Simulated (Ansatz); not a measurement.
Sn3Se in Ansatz: the effect of functional

Crystal: Sn3Se.

```xyz
4
Lattice="0.0000 3.7081 3.7081 3.7081 0.0000 3.7081 3.7081 3.7081 0.0000" Properties=species:S:1:pos:R:3 pbc="T T T"
Sn    3.7081    3.7081    3.7081
Sn    5.5621    5.5621    5.5621
Sn    1.8540    1.8540    1.8540
Se    0.0000    0.0000    0.0000
```

The cell comes from a database or a generator and needn't be the stable form of this composition.

The cell isn't the ideal one: volume scaled by 0.98.

Alike in all runs:

| Quantity | Value |
| --- | --- |
| Program | Ansatz 0.2.0 |
| Task | single point |
| Potentials or basis | Ansatz PAW |
| k mesh | 6 × 6 × 6 |
| Occupations | fermi-dirac, width 0.05 eV |
| Spin | no spin polarisation |

```csv
functional,cutoff,pressure (GPa)
r2SCAN,500 eV (not typed: the program's choice for these potentials),-0.3
PBE,420 eV (not typed: the program's choice for these potentials),0.8
LDA,420 eV (not typed: the program's choice for these potentials),?
```

Task: What does the run with functional LDA give?

Result: Pressure -3.6 GPa.

Caveats: the PAW data sets come from PBE, with cores solved anew for the run's functional, which leaves a small shift of forces and pressure (some runs).
